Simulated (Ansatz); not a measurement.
Ta3N, 4 atoms in the cell. Symmetry: P-3m1, No. 164, trigonal system. Conventional cell: a = 3.032 Å, b = 3.032 Å, c = 7.524 Å, α = 90.00°, β = 90.00°, γ = 120.00°. Ta (site symmetry 3m) has 3 N at 2.19 Å as nearest neighbours. Around Ta (site symmetry -3m) lie 12 Ta at 3.01 to 3.03 Å. Around N (site symmetry -3m) lie 6 Ta at 2.19 Å. The cell comes from a database or a generator and needn't be the stable form of this composition.

```yaml
Program: Ansatz 0.2.0
Task: relaxation of cell and atoms
Functional: BLYP
Potentials_or_basis: Ansatz PAW
Cutoff: "420 eV (not typed: the program's choice for these potentials)"
k_mesh: 7 × 7 × 3
Occupations: fermi-dirac, width 0.05 eV
Spin: no spin polarisation
```

Potentials or basis: Ansatz PAW.

Command:

```sh
$ ansatz run input.yaml --threads 2 --pin off --max-ram 5632MiB --backend cpu --events-out ev --progress --plain --runs-dir out
```

Hardware: 2 threads of Arm Neoverse V1 (shared host).

Task: How long does it take, and how much memory?

Result: Run time: 14 s on 2 threads of Arm Neoverse V1, with other jobs on the host, peak memory 0.35 GiB. Counts: scf iterations 68, plane waves 1189, k points 20, bands 27, ion steps 10.
